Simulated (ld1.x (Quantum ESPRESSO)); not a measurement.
# Changing the settings of a TM potential for F

One potential is built and tested. Then one design choice at a time is changed, to learn what it costs or gains.

Method: ld1.x (Quantum ESPRESSO) 7.5, PBE, non-relativistic.

**1. Starting point**

Typed settings, in words:

```json
{
  "element": "fluorine (F, Z = 9)",
  "type": "norm-conserving Troullier–Martins (Kleinman–Bylander form)",
  "frozen core": "[He]",
  "valence charge": "7",
  "reference configuration": "2s2 2p5",
  "partial waves": "2s (bound): rc 0.85 bohr; 2p (bound): rc 1.55 bohr; 3d channel at 0.4 Ry: rc 1.60 bohr",
  "local potential": "the d channel",
  "core correction": "not asked for"
}
```

**2. Generation of the first potential**

Input file F.in:

```
 &input
   title='F', zed=9., rel=0, dft='PBE', iswitch=3,
   config='[He] 2s2 2p5 3d-2',
   nld=3, rlderiv=1.75, eminld=-4.0, emaxld=5.0, deld=0.02
 /
 &inputp
   pseudotype=2, tm=.true., lloc=2,
   nlcc=.false.,
   file_pseudopw='F.UPF', file_wfcaegen='ae.wfc', file_wfcncgen='nc.wfc', file_beta='beta', file_chi='chi'
 /
3
2S  1  0   2.00   0.00  0.85  0.85  0.0
2P  2  1   5.00   0.00  1.55  1.55  0.0
3D  3  2  -2.00   0.40  1.60  1.60  0.0
 &test
   configts(1)='2s2 2p5'
 /
```

Run with:

```
$ ld1.x < F.in > F.out
```

Output in F.out (without the banner and most projector matrices):

```text
     Program LD1 v.7.5
     --------------------------- All-electron run ----------------------------

     F

     atomic number is  9.00
     dft =PBE   lsd =0 sic =0 latt =0  beta=0.20 tr2=1.0E-14
     Exchange-correlation= PBE
                           (   1   4   3   4   0   0   0)
     mesh =1105 r(mesh) =  99.76081 a.u. xmin = -7.00 dx = 0.01250
     1 Ry =  13.60569312 eV

     n l     nl                  e(Ry)          e(Ha)          e(eV)
     1 0     1S 1( 2.00)       -48.7034       -24.3517      -662.6437
     2 0     2S 1( 2.00)        -2.1917        -1.0959       -29.8198
     2 1     2P 1( 5.00)        -0.8174        -0.4087       -11.1215

     final scf error:  2.5E-15 reached in  35 iterations

     Etot =    -199.302160 Ry,     -99.651080 Ha,   -2711.644031 eV

     Ekin =     198.789712 Ry,      99.394856 Ha,    2704.671814 eV
     Encl =    -476.948693 Ry,    -238.474346 Ha,   -6489.217548 eV
     Eh   =      99.262090 Ry,      49.631045 Ha,    1350.529532 eV
     Exc  =     -20.405269 Ry,     -10.202635 Ha,    -277.627828 eV

     normalization and overlap integrals

     s(1S/1S) =  1.000000  <r> =   0.1765  <r2> =    0.0421  r(max) =   0.1139
     s(2S/2S) =  1.000000  <r> =   1.0049  <r2> =    1.2317  r(max) =   0.7617
     s(2P/2P) =  1.000000  <r> =   1.1050  <r2> =    1.6382  r(max) =   0.7066

     ------------------------ End of All-electron run ------------------------

     --------------------- Generating NC pseudopotential ---------------------

      Generating local pot.: lloc=2, matching radius rcloc =   1.6000

      Wfc   2S  rcut= 0.842  Using Troullier-Martins method

      Wfc   2P  rcut= 1.534  Using Troullier-Martins method

     ------------------- End of pseudopotential generation -------------------

     [... the all-electron block is printed once more ...]


     Computing logarithmic derivative in   1.74900
     Computing logarithmic derivative in   1.74900
     Computing the partial wave expansion
     R is outside the sphere for l=    0 j= 0.00
     R is outside the sphere for l=    1 j= 0.00
       no projector for channel:   2

     ---------------------- Testing the pseudopotential ----------------------

     F

     atomic number is  9.00   valence charge is  7.00
     dft =PBE   lsd =0 sic =0 latt =0  beta=0.20 tr2=1.0E-14
     mesh =1105 r(mesh) =  99.76081 xmin = -7.00 dx = 0.01250

     n l     nl             e AE (Ry)        e PS (Ry)    De AE-PS (Ry)
     1 0     2S   1( 2.00)       -2.19171       -2.19171        0.00000
     2 1     2P   1( 5.00)       -0.81742       -0.81742       -0.00000

     eps = 2.1E-16  iter =  6

     Etot =    -199.302160 Ry,     -99.651080 Ha,   -2711.644031 eV
     Etotps =   -47.377002 Ry,     -23.688501 Ha,    -644.596950 eV

     Ekin =      31.495558 Ry,      15.747779 Ha,     428.518897 eV
     Encl =    -103.657432 Ry,     -51.828716 Ha,   -1410.331211 eV
     Ehrt =      41.526131 Ry,      20.763066 Ha,     564.991798 eV
     Ecxc =      -8.877476 Ry,      -4.438738 Ha,    -120.784220 eV
     Epseu=      -7.863783 Ry,      -3.931891 Ha,    -106.992214 eV

     ---------------------- End of pseudopotential test ----------------------
```

It took 1 s on 1 thread, shared host. This counts the later configuration tests of the new file too.

Partial waves on a coarse radial grid (AE all-electron, PS pseudo):

```csv
r (bohr),2p AE,2p PS
0.080,0.0962,0.0326
0.160,0.2786,0.1256
0.240,0.4632,0.2657
0.320,0.6188,0.4330
0.400,0.7378,0.6042
0.480,0.8215,0.7571
0.560,0.8738,0.8750
0.640,0.9000,0.9495
0.720,0.9059,0.9805
0.800,0.8965,0.9752
0.880,0.8761,0.9442
0.960,0.8480,0.8985
1.040,0.8147,0.8470
1.120,0.7783,0.7958
1.200,0.7402,0.7478
1.280,0.7014,0.7038
1.360,0.6627,0.6632
1.440,0.6247,0.6248
1.520,0.5878,0.5878
1.600,0.5522,0.5522
1.680,0.5181,0.5181
1.760,0.4856,0.4856
1.840,0.4548,0.4548
1.920,0.4256,0.4256
2.000,0.3980,0.3980
2.080,0.3721,0.3721
```

**3. Testing the new file in other configurations**

Input file F.test.in:

```
 &input
   title='F', zed=9., rel=0, dft='PBE', iswitch=2,
   config='[He] 2s2 2p5 3d-2'
 /
 &test
   file_pseudo='F.UPF', nconf=8,
   configts(1)='2s2 2p5',
   configts(2)='2s2 2p4',
   configts(3)='2s2 2p3',
   configts(4)='2s2 2p2',
   configts(5)='2s2 2p4.5',
   configts(6)='2s1 2p5',
   configts(7)='2s2 2p5.3',
   configts(8)='2s2 2p1'
 /
```

Run with:

```
$ ld1.x < F.test.in > F.test.out
```

F.test.out, the pseudopotential blocks, each with the warnings that came before it:

```text
     ---------------------- Testing the pseudopotential ----------------------

     F

     atomic number is  9.00   valence charge is  7.00
     dft =PBE   lsd =0 sic =0 latt =0  beta=0.20 tr2=1.0E-14
     mesh =1105 r(mesh) =  99.76081 xmin = -7.00 dx = 0.01250

     n l     nl             e AE (Ry)        e PS (Ry)    De AE-PS (Ry)
     1 0     2S   1( 2.00)       -2.19171       -2.19171        0.00000
     2 1     2P   1( 5.00)       -0.81742       -0.81742       -0.00000

     eps = 1.7E-15  iter =  6

     Etot =    -199.302160 Ry,     -99.651080 Ha,   -2711.644031 eV
     Etotps =   -47.377002 Ry,     -23.688501 Ha,    -644.596947 eV

     Ekin =      31.495558 Ry,      15.747779 Ha,     428.518899 eV
     Encl =    -103.657432 Ry,     -51.828716 Ha,   -1410.331210 eV
     Ehrt =      41.526131 Ry,      20.763066 Ha,     564.991797 eV
     Ecxc =      -8.877476 Ry,      -4.438738 Ha,    -120.784220 eV
     Epseu=      -7.863783 Ry,      -3.931891 Ha,    -106.992214 eV

     ---------------------- End of pseudopotential test ----------------------

     ---------------------- Testing the pseudopotential ----------------------

     F

     [...]
     n l     nl             e AE (Ry)        e PS (Ry)    De AE-PS (Ry)
     1 0     2S   1( 2.00)       -3.47653       -3.47927        0.00274
     2 1     2P   1( 4.00)       -2.08137       -2.07406       -0.00731  !

     eps = 2.0E-16  iter = 12

     Etot =    -197.876168 Ry,     -98.938084 Ha,   -2692.242422 eV
     Etotps =   -45.953497 Ry,     -22.976749 Ha,    -625.229182 eV
     dEtot_ae =       1.425992 Ry
     dEtot_ps =       1.423504 Ry,   Delta E=       0.002488 Ry

     [...]
     ---------------------- End of pseudopotential test ----------------------

     ---------------------- Testing the pseudopotential ----------------------

     F

     [...]
     n l     nl             e AE (Ry)        e PS (Ry)    De AE-PS (Ry)
     1 0     2S   1( 2.00)       -4.99000       -4.98731       -0.00269
     2 1     2P   1( 3.00)       -3.60211       -3.56573       -0.03638  !

     eps = 5.6E-15  iter = 14

     Etot =    -195.054202 Ry,     -97.527101 Ha,   -2653.847612 eV
     Etotps =   -43.150869 Ry,     -21.575434 Ha,    -587.097478 eV
     dEtot_ae =       4.247958 Ry
     dEtot_ps =       4.226133 Ry,   Delta E=       0.021825 Ry

     [...]
     ---------------------- End of pseudopotential test ----------------------

     ---------------------- Testing the pseudopotential ----------------------

     F

     [...]
     n l     nl             e AE (Ry)        e PS (Ry)    De AE-PS (Ry)
     1 0     2S   1( 2.00)       -6.69508       -6.66861       -0.02647  !
     2 1     2P   1( 2.00)       -5.34772       -5.24338       -0.10434  !

     eps = 5.7E-15  iter = 23

     Etot =    -190.597057 Ry,     -95.298528 Ha,   -2593.205067 eV
     Etotps =   -38.760077 Ry,     -19.380038 Ha,    -527.357707 eV
     dEtot_ae =       8.705103 Ry
     dEtot_ps =       8.616925 Ry,   Delta E=       0.088178 Ry

     [...]
     ---------------------- End of pseudopotential test ----------------------

     ---------------------- Testing the pseudopotential ----------------------

     F

     [...]
     n l     nl             e AE (Ry)        e PS (Ry)    De AE-PS (Ry)
     1 0     2S   1( 2.00)       -2.80207       -2.80389        0.00182
     2 1     2P   1( 4.50)       -1.41432       -1.41241       -0.00191

     eps = 1.5E-15  iter = 14

     Etot =    -198.747331 Ry,     -99.373666 Ha,   -2704.095195 eV
     Etotps =   -46.822541 Ry,     -23.411271 Ha,    -637.053125 eV
     dEtot_ae =       0.554829 Ry
     dEtot_ps =       0.554461 Ry,   Delta E=       0.000368 Ry

     [...]
     ---------------------- End of pseudopotential test ----------------------

     ---------------------- Testing the pseudopotential ----------------------

     F

     [...]
     n l     nl             e AE (Ry)        e PS (Ry)    De AE-PS (Ry)
     1 0     2S   1( 1.00)       -3.48851       -3.50140        0.01289  !
     2 1     2P   1( 5.00)       -2.08991       -2.09694        0.00704  !

     eps = 1.6E-15  iter = 13

     Etot =    -196.479257 Ry,     -98.239628 Ha,   -2673.236473 eV
     Etotps =   -44.548778 Ry,     -22.274389 Ha,    -606.117008 eV
     dEtot_ae =       2.822903 Ry
     dEtot_ps =       2.828223 Ry,   Delta E=      -0.005320 Ry

     [...]
     ---------------------- End of pseudopotential test ----------------------

     ---------------------- Testing the pseudopotential ----------------------

     F

     [...]
     n l     nl             e AE (Ry)        e PS (Ry)    De AE-PS (Ry)
     1 0     2S   1( 2.00)       -1.86143       -1.86033       -0.00111
     2 1     2P   1( 5.30)       -0.49741       -0.49759        0.00018

     eps = 3.9E-15  iter = 15

     Etot =    -199.498611 Ry,     -99.749305 Ha,   -2714.316878 eV
     Etotps =   -47.573492 Ry,     -23.786746 Ha,    -647.270336 eV
     dEtot_ae =      -0.196451 Ry
     dEtot_ps =      -0.196490 Ry,   Delta E=       0.000040 Ry

     [...]
     ---------------------- End of pseudopotential test ----------------------

     Warning: n=2, l=1 expected 0 nodes, found 1
     ---------------------- Testing the pseudopotential ----------------------

     F

     [...]
     n l     nl             e AE (Ry)        e PS (Ry)    De AE-PS (Ry)
     1 0     2S   1( 2.00)       -8.56755       -8.48731       -0.08024  !
     2 1     2P   1( 1.00)       -7.29651       -7.06676       -0.22976  !

     eps = 3.2E-15  iter = 17

     Etot =    -184.290989 Ry,     -92.145495 Ha,   -2507.406643 eV
     Etotps =   -32.615446 Ry,     -16.307723 Ha,    -443.755754 eV
     dEtot_ae =      15.011171 Ry
     dEtot_ps =      14.761555 Ry,   Delta E=       0.249616 Ry

     [...]
     ---------------------- End of pseudopotential test ----------------------
```

The tests as a table, with energies relative to 2s2 2p5. A star marks tests that logged a warning. The frozen-core shift comes from a second all-electron run, not shown, with the core orbitals held at their reference shape; it is that run's ΔE less the relaxed one.

```csv
valence configuration,charge,ΔE all-electron (eV),error AE − PS (meV),frozen-core shift (meV)
2s2 2p4,+1,19.402,+34,+0.1
2s2 2p3,+2,57.796,+297,+0.8
2s2 2p2,+3,118.439,+1200,+4.3
2s2 2p4.5,+0.5,7.549,+5.0,0.0
2s1 2p5,+1,38.408,-72,+0.5
2s2 2p5.3,-0.3,-2.673,+0.5,0.0
2s2 2p1 *,+4,204.237,+3396,+15
```

**4. Logarithmic derivatives**

Taken from the files of the generation run. The phase is arctan(r·u′/u) with u = r·R, unwrapped, with energies in Ry. A pole is an energy at which the radial function vanishes at the test radius. The pseudo phase is shifted by a multiple of π to meet the all-electron one at the reference energy. Levels narrower than the energy grid can be missing from the poles. The last column is the largest difference on the grid between −1 and +1 Ry.

| channel | radius (bohr) | reference (Ry) | poles AE | poles PS | window around the reference with phases within 0.05 rad (Ry) | largest difference near zero (rad) |
| --- | --- | --- | --- | --- | --- | --- |
| s | 1.75 | -2.19 | -1.55 | -1.55 | below 2.8 | 0.005 |
| p | 1.75 | -0.82 | -0.10 | -0.10 | below 3.0 | 0.005 |
| d | 1.75 | 0.40 | none | none | the whole range | 0.000 |

Phases (rad) along the scan:

```csv
E (Ry),p AE,p PS,d AE,d PS
-4.00,1.264,1.265,1.328,1.328
-3.52,1.237,1.238,1.317,1.317
-3.04,1.199,1.200,1.305,1.305
-2.56,1.142,1.143,1.291,1.291
-2.08,1.042,1.043,1.275,1.275
-1.60,0.806,0.808,1.255,1.255
-1.12,-0.080,-0.078,1.232,1.232
-0.64,-1.232,-1.232,1.203,1.204
-0.16,-1.550,-1.549,1.167,1.167
0.32,-1.683,-1.680,1.120,1.120
0.80,-1.768,-1.763,1.057,1.057
1.28,-1.839,-1.832,0.965,0.966
1.76,-1.914,-1.902,0.826,0.827
2.24,-2.003,-1.983,0.598,0.600
2.72,-2.125,-2.090,0.219,0.223
3.20,-2.311,-2.245,-0.303,-0.294
3.68,-2.621,-2.492,-0.760,-0.751
4.16,-3.111,-2.891,-1.049,-1.041
4.64,-3.647,-3.409,-1.223,-1.216
```

**5. Cutoff and ghost test in a Bessel basis**

This step uses the generator's waves and projectors in a separate script. Basis: spherical Bessel functions vanishing at 20 bohr, q² up to the cutoff; potential fixed at the reference.

All-electron valence levels (Ry): 2s -2.1917, 2p -0.8174. The lowest levels of each channel (Ry) by cutoff; the last column sums, over occupied levels, occupation times the distance from the level at 400 Ry. A positive value at high cutoff is not a bound level.

```csv
cutoff (Ry),s #1,p #1,d #1,f #1,Σ f·Δε (mRy)
8,-1.9357,-0.0196,0.0806,0.1213,4502.2
21,-2.0219,-0.3567,0.0806,0.1213,2644.5
45,-2.1244,-0.7878,0.0806,0.1213,283.8
80,-2.1850,-0.8172,0.0806,0.1213,15.6
100,-2.1876,-0.8174,0.0806,0.1213,9.7
140,-2.1887,-0.8176,0.0806,0.1213,6.4
200,-2.1915,-0.8176,0.0806,0.1213,0.7
260,-2.1917,-0.8176,0.0806,0.1213,0.3
400,-2.1919,-0.8176,0.0806,0.1213,0.0
```

The sum stays within 10 mRy from 100 Ry and within 1 mRy from 200 Ry. The sum leaves out empty levels, which can need more. Ghost test: no level below the all-electron spectrum of its channel (s, p, d, f tested).

**6. Changed: waves 3d channel at -0.17 Ry: rc 1.60 bohr**

Edit F.in of step 2 so:

```diff
@@ -13,3 +13,3 @@
 2P  2  1   5.00   0.00  1.55  1.55  0.0
-3D  3  2  -2.00   0.40  1.60  1.60  0.0
+3D  3  2  -2.00  -0.17  1.60  1.60  0.0
  &test
```

Run with:

```
$ ld1.x < F.in > F.out
```

What the program wrote to F.out (without the banner and most projector matrices):

```text
     Program LD1 v.7.5
     [... all-electron run as in step 2 ...]


     --------------------- Generating NC pseudopotential ---------------------

      Generating local pot.: lloc=2, matching radius rcloc =   1.6000

      Wfc   2S  rcut= 0.842  Using Troullier-Martins method

      Wfc   2P  rcut= 1.534  Using Troullier-Martins method

     ------------------- End of pseudopotential generation -------------------

     [... all-electron run as in step 2 ...]


     Computing logarithmic derivative in   1.74900
     Computing logarithmic derivative in   1.74900
     Computing the partial wave expansion
     R is outside the sphere for l=    0 j= 0.00
     R is outside the sphere for l=    1 j= 0.00
       no projector for channel:   2

     ---------------------- Testing the pseudopotential ----------------------

     F

     atomic number is  9.00   valence charge is  7.00
     dft =PBE   lsd =0 sic =0 latt =0  beta=0.20 tr2=1.0E-14
     mesh =1105 r(mesh) =  99.76081 xmin = -7.00 dx = 0.01250

     n l     nl             e AE (Ry)        e PS (Ry)    De AE-PS (Ry)
     1 0     2S   1( 2.00)       -2.19171       -2.19171        0.00000
     2 1     2P   1( 5.00)       -0.81742       -0.81742       -0.00000

     eps = 2.0E-16  iter =  6

     Etot =    -199.302160 Ry,     -99.651080 Ha,   -2711.644031 eV
     Etotps =   -47.377002 Ry,     -23.688501 Ha,    -644.596949 eV

     Ekin =      31.495558 Ry,      15.747779 Ha,     428.518897 eV
     Encl =    -103.356872 Ry,     -51.678436 Ha,   -1406.241883 eV
     Ehrt =      41.526131 Ry,      20.763066 Ha,     564.991798 eV
     Ecxc =      -8.877476 Ry,      -4.438738 Ha,    -120.784220 eV
     Epseu=      -8.164343 Ry,      -4.082171 Ha,    -111.081542 eV

     ---------------------- End of pseudopotential test ----------------------
```

Wall time 0.62 s (1 thread, shared host). (Generation and the later configuration tests together.)

The test run was repeated on this file; only its results are given.

Excitation and ionisation energies from 2s2 2p5, with the error of the potential. A star marks tests that logged a warning.

```tsv
valence configuration	charge	ΔE all-electron (eV)	error AE − PS (meV)
2s2 2p4	+1	19.402	+34
2s2 2p3	+2	57.796	+297
2s2 2p2	+3	118.439	+1199
2s2 2p4.5	+0.5	7.549	+5.0
2s1 2p5	+1	38.408	-72
2s2 2p5.3	-0.3	-2.673	+0.6
2s2 2p1 *	+4	204.237	+3393
```

With this change the loose cutoff stays at 100 Ry, the largest test error goes from +3396 to +3393 meV and there is no bound ghost.

**7. Variant: waves 3d channel at 5.78 Ry: rc 1.60 bohr**

Edit F.in of step 6 so:

```diff
@@ -13,3 +13,3 @@
 2P  2  1   5.00   0.00  1.55  1.55  0.0
-3D  3  2  -2.00  -0.17  1.60  1.60  0.0
+3D  3  2  -2.00   5.78  1.60  1.60  0.0
  &test
```

Run with:

```
$ ld1.x < F.in > F.out
```

What the program wrote to F.out (without the banner and most projector matrices):

```text
     Program LD1 v.7.5
     [... all-electron run as in step 2 ...]


     --------------------- Generating NC pseudopotential ---------------------

      Generating local pot.: lloc=2, matching radius rcloc =   1.6000

      Wfc   2S  rcut= 0.842  Using Troullier-Martins method

      Wfc   2P  rcut= 1.534  Using Troullier-Martins method

     ------------------- End of pseudopotential generation -------------------

     [... all-electron run as in step 2 ...]


     Computing logarithmic derivative in   1.74900
     Computing logarithmic derivative in   1.74900
     Computing the partial wave expansion
     R is outside the sphere for l=    0 j= 0.00
     R is outside the sphere for l=    1 j= 0.00
       no projector for channel:   2

     ---------------------- Testing the pseudopotential ----------------------

     F

     atomic number is  9.00   valence charge is  7.00
     dft =PBE   lsd =0 sic =0 latt =0  beta=0.20 tr2=1.0E-14
     mesh =1105 r(mesh) =  99.76081 xmin = -7.00 dx = 0.01250

     n l     nl             e AE (Ry)        e PS (Ry)    De AE-PS (Ry)
     1 0     2S   1( 2.00)       -2.19171       -2.19171        0.00000
     2 1     2P   1( 5.00)       -0.81742       -0.81742        0.00000

     eps = 4.9E-15  iter =  6

     Etot =    -199.302160 Ry,     -99.651080 Ha,   -2711.644031 eV
     Etotps =   -47.376687 Ry,     -23.688344 Ha,    -644.592668 eV

     Ekin =      31.494862 Ry,      15.747431 Ha,     428.509425 eV
     Encl =    -108.984328 Ry,     -54.492164 Ha,   -1482.807322 eV
     Ehrt =      41.525796 Ry,      20.762898 Ha,     564.987232 eV
     Ecxc =      -8.877408 Ry,      -4.438704 Ha,    -120.783282 eV
     Epseu=      -2.535609 Ry,      -1.267805 Ha,     -34.498721 eV

     ---------------------- End of pseudopotential test ----------------------
```

It took 0.62 s on 1 thread, shared host. This counts the later configuration tests of the new file too.

The test run was repeated on this file; only its results are given.

Excitation and ionisation energies from 2s2 2p5, with the error of the potential. A star marks tests that logged a warning.

| valence configuration | charge | ΔE all-electron (eV) | error AE − PS (meV) |
| --- | --- | --- | --- |
| 2s2 2p4 | +1 | 19.402 | +27 |
| 2s2 2p3 | +2 | 57.796 | +266 |
| 2s2 2p2 | +3 | 118.439 | +1129 |
| 2s2 2p4.5 | +0.5 | 7.549 | +3.7 |
| 2s1 2p5 | +1 | 38.408 | -80 |
| 2s2 2p5.3 | -0.3 | -2.673 | +0.2 |
| 2s2 2p1 * | +4 | 204.237 | +3292 |

With this change the loose cutoff stays at 100 Ry, the largest test error goes from +3396 to +3292 meV and there is no bound ghost.

**8. Comparison**

Cutoffs, loose and tight: the cutoffs (Ry, on a coarse ladder) from which the occupation-weighted sum of valence levels, in a spherical-Bessel basis at the reference potential, stays within 10 and 1 mRy of its value at 400 Ry; empty and scattering waves don't count. The number of plane waves in a given cell goes as the cutoff to the power 3/2; it is given for the loose cutoff, relative to the first potential. Test errors are all-electron less pseudo. The phase difference is the largest within 1 Ry of zero, over the channels with partial waves. 7 further runs were made in the same way; their inputs and logs are not shown.

```tsv
change	outcome	cutoff, loose	cutoff, tight	plane waves, relative	bound ghosts	largest test error (meV)	phase difference near zero (rad)
first potential	generated	100 Ry	200 Ry	1.00	none	+3396	0.005
waves 3d channel at -0.17 Ry: rc 1.60 bohr	generated	100 Ry	200 Ry	1.00	none	+3393	0.005
waves 3d channel at 5.78 Ry: rc 1.60 bohr	generated	100 Ry	200 Ry	1.00	none	+3292	0.006
waves 3d channel at -0.1 Ry: rc 1.60 bohr	generated	100 Ry	200 Ry	1.00	none	+3395	0.005
waves 3d channel at 0.03 Ry: rc 1.60 bohr	generated	100 Ry	200 Ry	1.00	none	+3394	0.005
waves 3d channel at 0.26 Ry: rc 1.60 bohr	generated	100 Ry	200 Ry	1.00	none	+3397	0.005
waves 3d channel at 0.71 Ry: rc 1.60 bohr	generated	100 Ry	200 Ry	1.00	none	+3399	0.005
waves 3d channel at 1.38 Ry: rc 1.60 bohr	generated	100 Ry	200 Ry	1.00	none	+3400	0.005
waves 3d channel at 1.96 Ry: rc 1.60 bohr	generated	100 Ry	200 Ry	1.00	none	+3397	0.005
waves 3d channel at 3.91 Ry: rc 1.60 bohr	generated	100 Ry	200 Ry	1.00	none	+3377	0.006
```

In words: Among those with the same tests, the variant "waves 3d channel at 5.78 Ry: rc 1.60 bohr" has the smallest worst error, +3292 meV.

The first potential by itself. The worst unpolarised test, 2s2 2p1, is off by 3396 meV on 204.2 eV; by total energies transferability rates as poor. That test lies far up in energy; among those under 40 eV, nearer to bonding, the largest error is 72 meV. Freezing the core alone would shift it much less, so the error comes from the pseudisation. It counts as hard, with 100 Ry needed at the looser tolerance. The slowest occupied level is 2s: taken alone it needs 180 Ry to come within 1 mRy, against 70 Ry for 2p. The Bessel-basis test finds no level below the valence levels.
